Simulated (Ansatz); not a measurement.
# AsH₂OS−: one structure at several levels

An exercise on one series of results from a longer session: the logs are not shown, and one member is left open.

The runs use Ansatz 0.2.0, Gaussian basis; single points in def2-TZVPPD.

Correlated methods freeze the cores. Filled d shells of the heavier atoms are correlated.

### Where the work starts

SMILES `[O-][AsH]S`, 5 atoms, charge -1, spin multiplicity 1.

Atoms are counted from 1 here; the program's logs count them from 0.

Bond lengths: O1–As2 1.791 Å, As2–S3 2.147 Å, As2–H4 1.566 Å, S3–H5 1.314 Å. Angles: O1–As2–S3 107.5°, O1–As2–H4 97.5°, S3–As2–H4 94.9°, As2–S3–H5 87.4°.

Geometry (Å):

```
O    -1.1471   -0.4466    1.2820
As   -0.7328    0.4304   -0.2242
S     1.4031    0.3772   -0.4352
H    -0.9960   -0.7453   -1.2247
H     1.4753    0.5320    0.8673
```

Set-up of the first run:

Input file run/in.yaml:

```yaml
crystal:
  periodic: [false, false, false]
  atoms:
    - {symbol: O, position_ang: [-1.147100, -0.446600, 1.282000]}
    - {symbol: As, position_ang: [-0.732800, 0.430400, -0.224200]}
    - {symbol: S, position_ang: [1.403100, 0.377200, -0.435200]}
    - {symbol: H, position_ang: [-0.996000, -0.745300, -1.224700]}
    - {symbol: H, position_ang: [1.475300, 0.532000, 0.867300]}
basis:
  gaussian: {orbitals: "def2-TZVPPD.json"}
total_charge: -1
correlation: {method: ccsd_t}
output: {forces: true}
```

The basis file named in the input lies beside it (Basis Set Exchange, JSON).

The command line of these runs was not kept.

Among the steps run: CCSD(T)/def2-TZVPPD; PBE0-D4/def2-TZVPPD; wB97M-V/def2-TZVPPD; r2SCAN-D4/def2-TZVPPD; PBE-D4/def2-TZVPPD; wB97X-V/def2-TZVPPD; CAM-B3LYP-D4/def2-TZVPPD.

One table of the session follows, with a row left open; its other results are not shown here.

```
      method  RMS force component (eV/Å)  angle to CCSD(T) forces (°)
     CCSD(T)                       1.632                    reference
     PBE0-D4                       1.679                          4.6
     wB97M-V                       1.680                          3.9
   r2SCAN-D4                       1.667                          3.1
      PBE-D4                       1.619                          9.3
     wB97X-V                       1.683                          5.7
CAM-B3LYP-D4                           ?                            ?
```

**Question.** Estimate the row for CAM-B3LYP-D4.

As computed: RMS force component (eV/Å): 1.691; angle to CCSD(T) forces (°): 4.3. In the column «RMS force component (eV/Å)» it is the highest.
